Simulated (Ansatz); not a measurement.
Crystal: SiNi2.

```
Ni Si
1.0
     4.99000    0.00000    0.00000
     0.00000    3.72000    0.00000
     0.00000    0.00000    7.03000
Ni Si
8 4
Cartesian
  1.6218 2.7900 6.5871
  3.3683 0.9300 0.4429
  0.8732 0.9300 3.0721
  4.1167 2.7900 3.9579
  2.2854 2.7900 2.0879
  2.7046 0.9300 4.9421
  0.2096 0.9300 5.6029
  4.7804 2.7900 1.4271
  3.9221 2.7900 6.2286
  1.0679 0.9300 0.8014
  3.5629 0.9300 2.7136
  1.4271 2.7900 4.3164
```

Base run:

* Program: Ansatz 0.2.0
* Functional: revPBE
* Potentials or basis: Ansatz PAW
* Cutoff: 420 eV (not typed: the program's choice for these potentials)
* k mesh: 5 × 5 × 3
* Occupations: fermi-dirac, width 0.05 eV
* Spin: collinear spin, ferromagnetic start
* Starting moments: [1.0, 1.0, 1.0, 1.0, 1.0, 1.0, 1.0, 1.0, 0.0, 0.0, 0.0, 0.0] μB

Its results: band gap on the k mesh none (metal or under the smearing width); pressure 6.9 GPa; net moment 0.00 μB per cell; largest force 0.359 eV/Å.

Question: The run is repeated on the same cell with these changes: functional from revPBE to RPBE. What comes out?

Answer: Band gap on the k mesh none (metal or under the smearing width); pressure 8.1 GPa; net moment 0.00 μB per cell; largest force 0.360 eV/Å.

Caveats: the PAW data sets come from PBE, with cores solved anew for the run's functional, which leaves a small shift of forces and pressure; the starting moments weren't kept.
